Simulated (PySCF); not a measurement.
# C₃H₄BNO₂: electronic excitations and core binding energies

Aim: predict the electronic excitations and core binding energies of C₃H₄BNO₂ (`N#C[C@@H]1COBO1`).

The runs use PySCF 2.14.0, with density-fitted response routines of our own; the level of theory stands in each step. All values are computed, except where a source is named. Atoms are numbered from 0 throughout.

## Step 1: The starting structure

11 atoms, charge 0, multiplicity 1; geometry from: GFN2-xTB.

Bonds of the start (Å): N0–C1 1.14, C1–C2 1.45, C2–C3 1.56, C3–O4 1.41, O4–B5 1.35, B5–O6 1.36, O6–C2 1.42, C2–H7 1.10, C3–H8 1.09, C3–H9 1.10, B5–H10 1.16.

## Step 2: Excited states and response: wB97X-D/def2-SVPD

What the job is given:

```
{"job": {"kind": "uv", "xc": "wB97X-D", "basis": "def2-SVPD", "nstates": 8, "ntriplets": 3}, "charge": 0, "multiplicity": 1}
N     -2.170319     1.603218     1.139264
C     -1.204783     1.257991     0.636640
C      0.007236     0.787326    -0.010429
C     -0.280298    -0.437831    -0.933138
O      0.500799    -1.477054    -0.390840
B      1.173044    -1.014059     0.690279
O      0.930348     0.298959     0.946798
H      0.465477     1.625684    -0.553875
H      0.026205    -0.255295    -1.967367
H     -1.336163    -0.728113    -0.912231
H      1.893878    -1.658156     1.328935
```

With the program's defaults for keys left out, this is: TDDFT wB97X-D/def2-SVPD, vertical, gas phase, core orbitals frozen in the response.

The run is started by

```
OMP_NUM_THREADS=1 python probes_run.py task.json out
```

The driver reads the jobs from task.json and runs them one after another.

What it wrote:

```text
coarse grid: 10064 points
cycle   1  E = -346.2269268901  dE =  1.418e+00  |g| = 9.337e-01  |ddm| = 4.846e+00
cycle   2  E = -346.1002373714  dE =  1.267e-01  |g| = 1.271e+00  |ddm| = 2.533e+00
cycle   3  E = -346.4074892052  dE = -3.073e-01  |g| = 1.317e-01  |ddm| = 1.576e+00
cycle   4  E = -346.4100258394  dE = -2.537e-03  |g| = 7.788e-02  |ddm| = 2.262e-01
cycle   5  E = -346.4112692986  dE = -1.243e-03  |g| = 8.423e-03  |ddm| = 1.108e-01
cycle   6  E = -346.4112873501  dE = -1.805e-05  |g| = 2.229e-03  |ddm| = 2.327e-02
cycle   7  E = -346.4112888269  dE = -1.477e-06  |g| = 6.775e-04  |ddm| = 7.289e-03
final grid: 99728 points
cycle   8  E = -346.4699418711  dE = -9.028e-05  |g| = 4.861e-03  |ddm| = 1.344e-01
cycle   9  E = -346.4699406039  dE =  1.267e-06  |g| = 5.804e-03  |ddm| = 1.901e-02
cycle  10  E = -346.4699473942  dE = -6.790e-06  |g| = 1.222e-03  |ddm| = 7.153e-03
cycle  11  E = -346.4699477131  dE = -3.189e-07  |g| = 2.631e-04  |ddm| = 1.977e-03
cycle  12  E = -346.4699477329  dE = -1.985e-08  |g| = 5.633e-05  |ddm| = 8.480e-04
cycle  13  E = -346.4699477338  dE = -8.488e-10  |g| = 2.409e-05  |ddm| = 1.554e-04
converged SCF energy = -346.4699477338

Static polarisability (au): isotropic 54.364, principal 45.489 51.235 66.369

Singlet excitations
state   eV       nm        f      main configurations
  1   7.4805    165.7   0.00215   H-1->L 0.47, H-1->L+1 0.18
  2   7.7276    160.4   0.00255   H->L 0.80
  3   8.0778    153.5   0.00551   H-2->L 0.25, H-2->L+1 0.20, H-1->L+3 0.18
  4   8.3390    148.7   0.00133   H-2->L+3 0.39, H-2->L+1 0.17, H-2->L+4 0.12
  5   8.4053    147.5   0.02184   H->L+1 0.60, H->L+2 0.20, H->L+3 0.08
  6   8.5083    145.7   0.01989   H->L+2 0.65, H->L+1 0.19
  7   9.0046    137.7   0.01504   H-3->L 0.54, H-3->L+1 0.13, H->L+3 0.08
  8   9.1916    134.9   0.00331   H->L+3 0.44, H->L+4 0.11, H-3->L+1 0.10

Triplet excitations (Tamm-Dancoff, eV): 6.4614 6.9568 7.1481
```

Wall time 34 s (1 thread of Arm Neoverse V1, shared host); peak memory 0.74 GiB.

The orbitals next to the gap, with their largest atomic shares:

```tsv
orbital	eV	atoms
HOMO−3	-12.74	N0 56 %, C1 13 %, O4 10 %
HOMO−2	-12.20	N0 46 %, C1 36 %, O6 5 %
HOMO−1	-11.73	N0 34 %, C1 24 %, O4 12 %
HOMO	-11.06	O4 37 %, O6 26 %, C3 10 %
LUMO	1.33	B5 24 %, N0 16 %, C1 14 %
LUMO+1	1.79	C1 20 %, B5 20 %, N0 18 %
LUMO+2	2.08	B5 31 %, O4 19 %, O6 18 %
```

With each of the 8 states as a Gaussian band of 0.4 eV half-width at 1/e, the curve within the window shown has maxima at 147 nm (ε 1,900) L/(mol cm). Beyond the last state computed it falls off for lack of states. The curve at chosen wavelengths:

(nm, ε (L/mol/cm)): (131, 217), (133, 419), (135, 655), (137, 878), (139, 1084), (141, 1316), (143, 1584), (145, 1817), (147, 1904), (149, 1789), (151, 1512), (153, 1168), (155, 850), (156, 717), (158, 512), (160, 379), (162, 294), (164, 236), (166, 190), (168, 150), (170, 113), (172, 81), (174, 55), (176, 35), (178, 21), (180, 12)

Leading natural transition orbitals of singlet state 5: the hole lies on O4, O6 about 33 % each; H8, H9 about 7 % each; the particle on B5 22 %; N0 13 %; C1 12 %.

Leading natural transition orbitals of singlet state 1: the hole lies on N0 48 %; C1 30 %; the particle on N0 36 %; C1 33 %; O6 8 %.

Further results of this job:

```tsv
property	computed
dipole moment (D)	3.31
polarisability (Å³)	8.06
HOMO–LUMO gap (eV)	12.39
−ε(HOMO) (eV)	11.06
```

The fields below are evaluated on a grid from the run's orbitals.

Frontier orbitals at wB97X-D/def2-SVPD, with the share of their density that lies nearest to each atom:

```tsv
orbital	energy (eV)	lies on
HOMO	-11.06	O4 39 %; O6 27 %; H8, H9 about 8 % each
LUMO	1.33	N0 17 %; H7 16 %; C1 15 %
```

ELF in a plane through or near 5 of the atoms.

Ten even steps from '0' (0.00) to '9' (1.00):
```
0000000000000000000000000000
0000000000000000000000000000
0000000000000000000000000000
0000000000000000000000000000
0000014520002310001222100000
0000599981025640013345430000
0001999994247750156667762000
0003999995378741566887774000
0002999976435335838687663000
0000356432331145873775441000
0000000148872576445663210000
0000000377277246201232100000
0000001678764216410000000000
0000000456314666310000000000
0000000011003653100000000000
0000000000002320000000000000
0000000000000100000000000000
0000000000000000000000000000
0000000000000000000000000000
0000000000000000000000000000
```
The map spans 10.4 Å across and 9.0 Å up, centred on the molecule. Atoms in the plane (x, y in Å): C1 (1.7, 0.7), C3 (-0.1, -1.1), O4 (-1.4, -0.7), B5 (-1.6, 0.6), H10 (-2.6, 1.2).

log10 of the density (e/Å³) in the same plane.

Ten even steps from ' ' (-4.0) to '@' (1.8):
```
                                                        
                                                        
                                                        
        ......::::..::::::::::......::::::::....        
      ..::::------------==------::------------::::      
    ..::----============++++====--======++====--::..    
    ..::--==++****++++******++==++++++******++==--::..  
    ..::==++**##********##****++****######**++++==::..  
    ..::====******@@##************##@@####**++++--::..  
    ..::--==++++**####************####****++++==--::..  
      ..::--==++**######**************++++====--::..    
      ....::==++**##%%########**++++======----::..      
        ..::--==++**######%%%%**++==----::::....        
          ..::====++++++********++==--::....            
          ....----======++++++++==--::..                
            ....::::----========--::::..                
                  ..::::--------::::..                  
                        ..........                      
                                                        
                                                        
```
The map spans 10.4 Å across and 9.0 Å up, centred on the molecule. Atoms in the plane (x, y in Å): C1 (1.7, 0.7), C3 (-0.1, -1.1), O4 (-1.4, -0.7), B5 (-1.6, 0.6), H10 (-2.6, 1.2).

On the surface of density 0.002 e/bohr³ the electrostatic potential runs, from the 1st to the 99th percentile, from -1.54 V near N0 to 1.78 V near H7.

## Step 3: Core holes by ΔSCF: SCAN, X2C

The job, as its differences from that of step 2:

```diff
@@ -1,2 +1,2 @@
-{"job": {"kind": "uv", "xc": "wB97X-D", "basis": "def2-SVPD", "nstates": 8, "ntriplets": 3}, "charge": 0, "multiplicity": 1}
+{"job": {"kind": "xps"}, "charge": 0, "multiplicity": 1}
 N     -2.170319     1.603218     1.139264
```

With the program's defaults for keys left out, this is: delta-SCF UKS SCAN, pcX-2 on the ionised atom, pcseg-1 elsewhere, spin-free X2C.

What it wrote:

```text
ground state, core basis on atom 0 (N), 149 functions
  cycle   1  E = -346.69454820  |g| = 8.02e-01
  cycle   2  E = -346.27934396  |g| = 1.63e+00
  cycle   3  E = -346.79027312  |g| = 3.55e-01
  cycle   4  E = -346.81576678  |g| = 1.10e-01
  cycle   5  E = -346.81820445  |g| = 2.11e-02
  cycle   6  E = -346.81829973  |g| = 5.52e-03
  cycle   7  E = -346.81830357  |g| = 3.02e-03
  cycle   8  E = -346.81830400  |g| = 1.60e-03
  cycle   9  E = -346.81830508  |g| = 3.94e-04
  E(ground) = -346.83348549 Eh
hole in N 1s of atom 0
  cycle   1  E = -331.21220427  |g| = 1.84e+00
  cycle   2  E = -326.86733978  |g| = 3.11e+00
  cycle   3  E = -331.13789259  |g| = 1.29e+00
  cycle   4  E = -331.70837408  |g| = 7.10e-01
  cycle   5  E = -331.84639614  |g| = 3.85e-01
  cycle   6  E = -331.90626199  |g| = 7.89e-02
  cycle   7  E = -331.90929220  |g| = 3.30e-02
  cycle   8  E = -331.90970286  |g| = 1.88e-02
  cycle   9  E = -331.90990374  |g| = 8.55e-03
  cycle  10  E = -331.90996838  |g| = 4.44e-03
  cycle  11  E = -331.91000159  |g| = 2.76e-03
  cycle  12  E = -331.91000837  |g| = 1.39e-03
  cycle  13  E = -331.91000824  |g| = 2.78e-04
  E(ion) = -331.92530102 Eh   <S^2> = 0.8093   hole on atom = 1.000   binding energy = 405.672 eV
ground state, core basis on atom 1 (C), 149 functions
  cycle   1  E = -346.80845552  |g| = 5.87e-02
  cycle   2  E = -346.80805962  |g| = 4.66e-02
  cycle   3  E = -346.80766829  |g| = 6.24e-02
  cycle   4  E = -346.80852890  |g| = 7.26e-03
  cycle   5  E = -346.80854279  |g| = 8.23e-04
  cycle   6  E = -346.80854338  |g| = 3.72e-04
  E(ground) = -346.82778886 Eh
hole in C 1s of atom 1
  cycle   1  E = -335.51349194  |g| = 1.51e+00
  cycle   2  E = -329.66678978  |g| = 3.10e+00
  cycle   3  E = -335.06317488  |g| = 1.36e+00
  cycle   4  E = -335.83993737  |g| = 7.24e-01
  cycle   5  E = -335.99481862  |g| = 3.67e-01
  cycle   6  E = -336.03952486  |g| = 1.61e-01
  cycle   7  E = -336.05196068  |g| = 4.35e-02
  cycle   8  E = -336.05267967  |g| = 1.99e-02
  cycle   9  E = -336.05289182  |g| = 8.99e-03
  cycle  10  E = -336.05297485  |g| = 4.43e-03
  cycle  11  E = -336.05302230  |g| = 3.07e-03
  cycle  12  E = -336.05304365  |g| = 1.18e-03
  cycle  13  E = -336.05304585  |g| = 3.75e-04
  E(ion) = -336.07030982 Eh   <S^2> = 0.8128   hole on atom = 1.000   binding energy = 292.726 eV
ground state, core basis on atom 2 (C), 149 functions
  cycle   1  E = -346.80819452  |g| = 6.30e-02
  cycle   2  E = -346.80714205  |g| = 7.41e-02
  cycle   3  E = -346.80762642  |g| = 5.77e-02
  cycle   4  E = -346.80837304  |g| = 7.16e-03
  cycle   5  E = -346.80838389  |g| = 1.85e-03
  cycle   6  E = -346.80838664  |g| = 6.23e-04
  cycle   7  E = -346.80838568  |g| = 8.06e-05
  E(ground) = -346.82460758 Eh
hole in C 1s of atom 2
  cycle   1  E = -335.43462163  |g| = 1.51e+00
  cycle   2  E = -333.31139417  |g| = 2.68e+00
  cycle   3  E = -335.66333558  |g| = 8.53e-01
  cycle   4  E = -335.75434333  |g| = 7.14e-01
  cycle   5  E = -335.98559206  |g| = 1.39e-01
  cycle   6  E = -335.99171034  |g| = 7.90e-02
  cycle   7  E = -335.99398338  |g| = 1.73e-02
  cycle   8  E = -335.99411312  |g| = 8.50e-03
  cycle   9  E = -335.99415659  |g| = 4.57e-03
  cycle  10  E = -335.99417437  |g| = 2.59e-03
  cycle  11  E = -335.99418374  |g| = 1.29e-03
  cycle  12  E = -335.99418545  |g| = 6.56e-04
  cycle  13  E = -335.99418745  |g| = 3.34e-04
  E(ion) = -336.00960118 Eh   <S^2> = 0.7766   hole on atom = 1.000   binding energy = 294.291 eV
ground state, core basis on atom 3 (C), 149 functions
  cycle   1  E = -346.80685211  |g| = 5.85e-02
  cycle   2  E = -346.80684894  |g| = 1.96e-02
  cycle   3  E = -346.80682520  |g| = 2.26e-02
  cycle   4  E = -346.80691933  |g| = 6.55e-03
  cycle   5  E = -346.80692562  |g| = 2.23e-03
  cycle   6  E = -346.80692758  |g| = 5.83e-04
  cycle   7  E = -346.80692804  |g| = 8.83e-05
  E(ground) = -346.82324914 Eh
hole in C 1s of atom 3
  cycle   1  E = -335.46657134  |g| = 1.51e+00
  cycle   2  E = -333.96702295  |g| = 2.30e+00
  cycle   3  E = -335.88747634  |g| = 5.56e-01
  cycle   4  E = -335.84437258  |g| = 6.28e-01
  cycle   5  E = -336.01274464  |g| = 1.69e-01
  cycle   6  E = -336.02265997  |g| = 8.83e-02
  cycle   7  E = -336.02559604  |g| = 1.51e-02
  cycle   8  E = -336.02569658  |g| = 6.72e-03
  cycle   9  E = -336.02572114  |g| = 3.60e-03
  cycle  10  E = -336.02572971  |g| = 1.88e-03
  cycle  11  E = -336.02573208  |g| = 8.55e-04
  cycle  12  E = -336.02573269  |g| = 3.11e-04
  E(ion) = -336.04105164 Eh   <S^2> = 0.7740   hole on atom = 1.000   binding energy = 293.399 eV
ground state, core basis on atom 4 (O), 149 functions
  cycle   1  E = -346.83399322  |g| = 9.90e-02
  cycle   2  E = -346.83307775  |g| = 8.26e-02
  cycle   3  E = -346.83361266  |g| = 6.28e-02
  cycle   4  E = -346.83429439  |g| = 9.33e-03
  cycle   5  E = -346.83431005  |g| = 2.01e-03
  cycle   6  E = -346.83431119  |g| = 1.10e-03
  cycle   7  E = -346.83431153  |g| = 2.50e-04
  E(ground) = -346.84824887 Eh
hole in O 1s of atom 4
  cycle   1  E = -326.19074779  |g| = 2.23e+00
  cycle   2  E = -325.39708948  |g| = 2.37e+00
  cycle   3  E = -326.85325608  |g| = 6.21e-01
  cycle   4  E = -326.84888346  |g| = 6.05e-01
  cycle   5  E = -326.98994114  |g| = 1.98e-01
  cycle   6  E = -327.00390869  |g| = 1.01e-01
  cycle   7  E = -327.00797132  |g| = 2.08e-02
  cycle   8  E = -327.00816228  |g| = 5.19e-03
  cycle   9  E = -327.00817329  |g| = 1.46e-03
  cycle  10  E = -327.00817411  |g| = 4.95e-04
  E(ion) = -327.02197360 Eh   <S^2> = 0.7614   hole on atom = 1.000   binding energy = 539.500 eV
ground state, core basis on atom 5 (B), 149 functions
  cycle   1  E = -346.80101368  |g| = 9.80e-02
  cycle   2  E = -346.79772074  |g| = 1.59e-01
  cycle   3  E = -346.80230805  |g| = 2.28e-02
  cycle   4  E = -346.80235285  |g| = 1.69e-02
  cycle   5  E = -346.80240294  |g| = 6.49e-03
  cycle   6  E = -346.80241177  |g| = 1.70e-03
  cycle   7  E = -346.80241310  |g| = 3.31e-04
  E(ground) = -346.81938208 Eh
hole in B 1s of atom 5
  cycle   1  E = -339.14764388  |g| = 1.17e+00
  cycle   2  E = -336.51547636  |g| = 2.06e+00
  cycle   3  E = -338.97668952  |g| = 1.04e+00
  cycle   4  E = -339.44185878  |g| = 4.36e-01
  cycle   5  E = -339.50397146  |g| = 2.54e-01
  cycle   6  E = -339.53159962  |g| = 9.81e-02
  cycle   7  E = -339.53478687  |g| = 4.57e-02
  cycle   8  E = -339.53543402  |g| = 2.41e-02
  cycle   9  E = -339.53565859  |g| = 6.18e-03
  cycle  10  E = -339.53568114  |g| = 2.62e-03
  cycle  11  E = -339.53568726  |g| = 1.65e-03
  cycle  12  E = -339.53569218  |g| = 1.05e-03
  cycle  13  E = -339.53569318  |g| = 2.19e-04
  E(ion) = -339.55176135 Eh   <S^2> = 0.7810   hole on atom = 1.000   binding energy = 197.762 eV
ground state, core basis on atom 6 (O), 149 functions
  cycle   1  E = -346.83370610  |g| = 1.01e-01
  cycle   2  E = -346.83251989  |g| = 9.25e-02
  cycle   3  E = -346.83317561  |g| = 6.83e-02
  cycle   4  E = -346.83391868  |g| = 2.56e-02
  cycle   5  E = -346.83406085  |g| = 3.36e-03
  cycle   6  E = -346.83406173  |g| = 9.14e-04
  cycle   7  E = -346.83406154  |g| = 2.24e-04
  E(ground) = -346.84827165 Eh
hole in O 1s of atom 6
  cycle   1  E = -326.18345935  |g| = 2.23e+00
  cycle   2  E = -325.24555006  |g| = 2.45e+00
  cycle   3  E = -326.67123548  |g| = 8.76e-01
  cycle   4  E = -326.71197742  |g| = 7.95e-01
  cycle   5  E = -326.98446269  |g| = 2.12e-01
  cycle   6  E = -327.00090779  |g| = 1.04e-01
  cycle   7  E = -327.00493483  |g| = 2.33e-02
  cycle   8  E = -327.00517438  |g| = 5.27e-03
  cycle   9  E = -327.00518467  |g| = 1.91e-03
  cycle  10  E = -327.00518689  |g| = 6.06e-04
  cycle  11  E = -327.00518754  |g| = 2.11e-04
  E(ion) = -327.01930070 Eh   <S^2> = 0.7625   hole on atom = 1.000   binding energy = 539.574 eV
```

It took 81 s on 1 thread of Arm Neoverse V1, shared host; peak memory 0.6 GiB.

The holes in one table. −ε is the ground-state orbital energy:

```tsv
hole	stands for	environment	ΔSCF (eV)	−ε (eV)	⟨S²⟩
N1s on N0	N0	nitrile nitrogen	405.67	386.5	0.809
C1s on C1	C1	nitrile carbon	292.73	275.0	0.813
C1s on C2	C2	sp3 CH bonded to O, α to a nitrile	294.29	277.1	0.777
C1s on C3	C3	sp3 CH2 bonded to O	293.40	276.2	0.774
O1s on O4	O4	oxygen bonded to C, B, in a 5-membered ring	539.50	517.7	0.761
B1s on B5	B5	boron bonded to 2 O, H, in a 5-membered ring	197.76	181.4	0.781
O1s on O6	O6	oxygen bonded to C, B, in a 5-membered ring	539.57	517.9	0.763
```

## Step 4: Summary of results

| quantity | value |
| --- | --- |
| lowest singlet (wB97X-D/def2-SVPD) | 7.48 eV (166 nm), f = 0.002 |
| brightest single state of those computed | state 5, 8.41 eV, f = 0.022 |
| lowest triplet | 6.46 eV |
| surface potential, 1st and 99th percentile | -1.54 V and 1.78 V |
| C1s binding energies, SCAN/pcX-2 | C2 294.29, C3 293.40, C1 292.73 eV |
| O1s binding energies, SCAN/pcX-2 | O6 539.57, O4 539.50 eV |
| N1s binding energies, SCAN/pcX-2 | N0 405.67 eV |
| B1s binding energies, SCAN/pcX-2 | B5 197.76 eV |

In words: The first singlet state (HOMO−1→LUMO 0.47, HOMO−1→LUMO+1 0.18) lies at 7.48 eV and is weak; of the 8 states computed, the strongest absorption comes from state 5 at 8.41 eV. The lowest triplet lies 1.02 eV below the lowest singlet (triplets in Tamm-Dancoff, singlets in full TDDFT). C2 (sp3 CH bonded to O, α to a nitrile) binds its C1s electron 1.57 eV more tightly than C1 (nitrile carbon). The O1s levels computed lie within 0.07 eV of one another, too close to rank.
